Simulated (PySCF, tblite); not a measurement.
# C₇H₈NO radical: geometry, infrared bands and EPR parameters

Wanted: the infrared bands and EPR parameters of C₇H₈NO radical (`[C]#CC(=O)NCC1CC1`), by calculation.

Computed with tblite 0.8.0 and PySCF 2.14.0, with density-fitted response routines of our own, on a single molecule in the gas phase. Atoms are numbered from 0 throughout.

### Step 1. The molecule as given

17 atoms, charge 0, multiplicity 2; geometry from: force field or distance geometry start.

Bonds of the start (Å): C0–C1 1.22, C1–C2 1.44, C2–O3 1.28, C2–N4 1.43, N4–C5 1.47, C5–C6 1.51, C6–C7 1.49, C7–C8 1.50, C8–C6 1.50, N4–H9 1.05, C5–H10 1.10, C5–H11 1.09, C6–H12 1.12, C7–H13 1.10, C7–H14 1.10, C8–H15 1.11, C8–H16 1.10.

### Step 2. Optimising the geometry with GFN2-xTB

What the job is given:

```
{"job": {"kind": "relax", "xc": "GFN2-xTB", "basis": "xTB"}, "charge": 0, "multiplicity": 2}
C      4.415800     1.090800     0.644100
C      3.278800     0.857400     0.260800
C      1.951500     0.545000    -0.187700
O      1.299300     1.330100    -0.955200
N      1.398200    -0.686200     0.274800
C      0.051500    -1.123700    -0.119400
C     -0.874100    -0.044000     0.391200
C     -2.343500    -0.185100     0.168400
C     -1.564200     0.856100    -0.586700
H      1.915500    -1.343200     0.901700
H     -0.204600    -2.098400     0.330000
H     -0.011200    -1.237200    -1.203400
H     -0.586000     0.402200     1.382800
H     -2.957900     0.119600     1.033900
H     -2.641600    -1.058300    -0.439000
H     -1.729100     1.898600    -0.241600
H     -1.405400     0.688600    -1.664500
```

Launch:

```sh
$ OMP_NUM_THREADS=1 python probes_run.py task.json out
```

The driver reads the jobs from task.json and runs them one after another.

**Question.** This job is followed by: GFN2-xTB harmonic vibrations, gas phase; UKS B3LYP, pcH-1 on C H N O, non-relativistic, mean-field spin-orbit, GIAO. Predict these results of the whole session: strongest single infrared mode (GFN2-xTB); zero-point energy (GFN2-xTB); g(iso) (B3LYP); ⟨S²⟩; largest a(iso) (averaged by class); surface potential, 1st and 99th percentile.

**Answer**, as computed:

| quantity | value |
| --- | --- |
| strongest single infrared mode (GFN2-xTB) | 1728 cm⁻¹, 383 km/mol |
| zero-point energy (GFN2-xTB) | 82.6 kcal/mol |
| g(iso) (B3LYP) | 2.00358 |
| ⟨S²⟩ | 0.764 (exact 0.75) |
| largest a(iso) (averaged by class) | 13C on C0, 840.8 MHz |
| surface potential, 1st and 99th percentile | -1.66 V and 2.16 V |

What this shows: The optimisation took 122 steps and gained 0.748 eV; among the close pairs (by a distance rule), C2–N4 changed most, from 1.427 to 1.341 Å. All 45 modes are real, so the xTB geometry is a minimum. The strongest single mode, at 1728 cm⁻¹, moves mainly C2 and O3. Unscaled tight-binding wavenumbers are off by several per cent, some by more. Its intensities can rank the bands wrongly. Most of the unpaired spin sits on C0 (1.02 e). The isotropic g lies 1.3 ppt above the free-electron value.
